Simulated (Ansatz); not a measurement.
Consider vertical spin-state energies of CH7BClPSi, SMILES CB(Cl)P[SiH3] (Ansatz 0.2.0, Python API).

`spin_ch7bclpsi.py`
```python
"""Gap between spin states of CH7BClPSi at one geometry."""

import ansatz as az
from ase import Atoms

atoms = Atoms(["C", "B", "Cl", "P", "Si", "H", "H", "H", "H", "H", "H", "H"], positions=[
    (1.5094, 1.0266, 0.57),
    (1.0886, -0.4059, 0.0295),
    (1.7219, -1.9207, 0.8693),
    (-0.0738, -0.5668, -1.5059),
    (-1.9072, -0.1263, -0.3562),
    (1.1675, 1.1387, 1.6193),
    (1.0462, 1.8204, -0.0517),
    (2.6134, 1.1271, 0.529),
    (-0.2253, -2.0076, -1.3994),
    (-1.9439, -0.9633, 0.8525),
    (-3.0859, -0.4146, -1.1864),
    (-1.9111, 1.2925, 0.0301),
])
ch7bclpsi = az.Crystal.molecule_from_ase(atoms)

model = (
    ch7bclpsi.calculation()
    .basis(gaussian="6-31G*")
    .functional("cam_b3lyp")
)
found = {}
for unpaired in [0, 2]:
    rep = model.spin("collinear", total=unpaired).run().report
    s = unpaired / 2
    found[unpaired] = rep["free_energy_ev"]
    print(f"2S+1 = {unpaired + 1}: E = {found[unpaired]:.5f} eV, <S^2> = {abs(rep['mean_field']['state']['spin_squared']):.3f} (pure state {s * (s + 1):.2f})")
lowest = min(found, key=found.get)
for unpaired, e in found.items():
    print(f"multiplicity {unpaired + 1}: {96.485332 * (e - found[lowest]):.1f} kJ/mol above the lowest")
```

Which spin state is lowest at this geometry, and how far above lie the others?

In order: multiplicity 1 (+0.00 eV) and multiplicity 3 (+4.30 eV), all at the one geometry.

The output:

`python spin_ch7bclpsi.py` gives:
```text
2S+1 = 1: E = -31515.59193 eV, <S^2> = 0.000 (pure state 0.00)
2S+1 = 3: E = -31511.29585 eV, <S^2> = 2.009 (pure state 2.00)
multiplicity 1: 0.0 kJ/mol above the lowest
multiplicity 3: 414.5 kJ/mol above the lowest
```

What to keep in mind:
- Total energies depend on the basis set; only differences at equal settings carry meaning.
- The geometry is a force-field or estimated start, not a minimum of this method, and the basis set is short of its limit. All parts are taken at fixed geometry, without zero-point energy.
- It ran for 22 s on 1 thread of Arm Neoverse V2, with other jobs on the host, peak memory 0.45 GiB.
